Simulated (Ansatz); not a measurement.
**C4H10F3NZr: how energies converge with the basis set**

An exercise on one series of results from a longer session: the logs are not shown, and one member is left open.

Program: Ansatz 0.2.0, Gaussian basis. Level of theory: one geometry, several basis sets. These are calculated values, not measurements.

Plan: PBE0-D4/def2-SVP; ωB97M-V/def2-SVP; PBE0-D4/def2-QZVPP; ωB97M-V/def2-QZVPP; the functionals' def2-TZVPP values are taken from earlier runs.

## Structure used throughout

An earlier PBE0-D4 in a triple-zeta def2 set relaxation fixed the geometry. Zr takes the def2 core potential; no spin-orbit term is included.

19 atoms, charge 0, spin multiplicity 1.

Atoms are counted from 1 here; the program's logs count them from 0.

Bond lengths: C1–C2 1.525 Å, C1–H10 1.091 Å, C1–H11 1.095 Å, C1–H12 1.095 Å, C2–C3 1.526 Å, C2–C4 1.526 Å, C2–N5 1.464 Å, C3–H13 1.093 Å, C3–H14 1.092 Å, C3–H15 1.094 Å, C4–H16 1.092 Å, C4–H17 1.094 Å, C4–H18 1.093 Å, N5–Zr6 2.011 Å, N5–H19 1.015 Å, Zr6–F7 1.904 Å, Zr6–F8 1.915 Å, Zr6–F9 1.915 Å. Angles: C2–C1–H10 110.8°, C2–C1–H11 111.2°, C2–C1–H12 111.2°, H10–C1–H11 107.1°, H10–C1–H12 107.1°, H11–C1–H12 109.3°, C1–C2–C3 109.8°, C1–C2–C4 109.8°, C1–C2–N5 107.8°, C3–C2–C4 110.1°, C3–C2–N5 109.7°, C4–C2–N5 109.7°, C2–C3–H13 111.0°, C2–C3–H14 110.5°, C2–C3–H15 110.6°, H13–C3–H14 108.6°, H13–C3–H15 107.9°, H14–C3–H15 108.2° and more.

Coordinates:

```xyz
19
C4H10F3NZr
C     0.4262    0.9585   -0.9397
C    -0.2967   -0.2698   -0.3960
C     0.1927   -1.5201   -1.1214
C    -1.8024   -0.1085   -0.5856
N     0.0117   -0.3758    1.0309
Zr    1.1636    0.8274    2.1579
F     1.1217    0.0959    3.9156
F     0.4696    2.6114    2.1143
F     2.9416    0.8697    1.4484
H     0.2287    1.0839   -2.0055
H     0.0861    1.8717   -0.4394
H     1.5112    0.8635   -0.8220
H    -0.0242   -1.4627   -2.1912
H     1.2702   -1.6408   -0.9913
H    -0.3007   -2.4125   -0.7264
H    -2.1592    0.7857   -0.0703
H    -2.3367   -0.9720   -0.1797
H    -2.0573   -0.0242   -1.6451
H    -0.4459   -1.1811    1.4466
```

The first run:

Input file in.yaml:

```yaml
crystal:
  periodic: [false, false, false]
  atoms:
    - {symbol: C, position_ang: [0.426247, 0.958474, -0.939679]}
    - {symbol: C, position_ang: [-0.296733, -0.269846, -0.395997]}
    - {symbol: C, position_ang: [0.192667, -1.520118, -1.121423]}
    - {symbol: C, position_ang: [-1.802409, -0.108498, -0.585556]}
    - {symbol: N, position_ang: [0.011666, -0.375756, 1.030896]}
    - {symbol: Zr, position_ang: [1.163602, 0.827368, 2.157857]}
    - {symbol: F, position_ang: [1.121746, 0.095927, 3.915590]}
    - {symbol: F, position_ang: [0.469580, 2.611402, 2.114267]}
    - {symbol: F, position_ang: [2.941552, 0.869686, 1.448354]}
    - {symbol: H, position_ang: [0.228666, 1.083913, -2.005491]}
    - {symbol: H, position_ang: [0.086065, 1.871688, -0.439358]}
    - {symbol: H, position_ang: [1.511167, 0.863516, -0.822012]}
    - {symbol: H, position_ang: [-0.024168, -1.462744, -2.191221]}
    - {symbol: H, position_ang: [1.270156, -1.640826, -0.991323]}
    - {symbol: H, position_ang: [-0.300715, -2.412528, -0.726425]}
    - {symbol: H, position_ang: [-2.159231, 0.785723, -0.070260]}
    - {symbol: H, position_ang: [-2.336653, -0.972046, -0.179690]}
    - {symbol: H, position_ang: [-2.057322, -0.024233, -1.645138]}
    - {symbol: H, position_ang: [-0.445894, -1.181093, 1.446610]}
basis:
  gaussian: {orbitals: def2-SVP}
hamiltonian: {xc: pbe0, dispersion: d4}
output: {orbitals: {seedname: orbitals}}
```

Started as:

```
$ ansatz run in.yaml --threads 5 --pin off --events-out ev --progress --plain --max-ram 66560MiB --backend cpu
```

Steps of the session up to this table: PBE0-D4 in def2-SVP; ωB97M-V in def2-SVP; PBE0-D4 in def2-QZVPP; ωB97M-V in def2-QZVPP.

One table of the session follows, with a row left open; its other results are not shown here.

It belongs to the step «Density functionals: the series». 

```
functional       basis  HOMO (eV)
   PBE0-D4    def2-SVP      -7.32
   PBE0-D4  def2-TZVPP      -7.38
   PBE0-D4  def2-QZVPP      -7.39
   ωB97M-V    def2-SVP      -9.60
   ωB97M-V  def2-TZVPP          ?
   ωB97M-V  def2-QZVPP      -9.69
```

**Question.** Estimate the row for ωB97M-V, def2-TZVPP.

The run gave: HOMO (eV): -9.68. In the column «HOMO (eV)» it lies between ωB97M-V, def2-QZVPP (-9.69) and ωB97M-V, def2-SVP (-9.60).
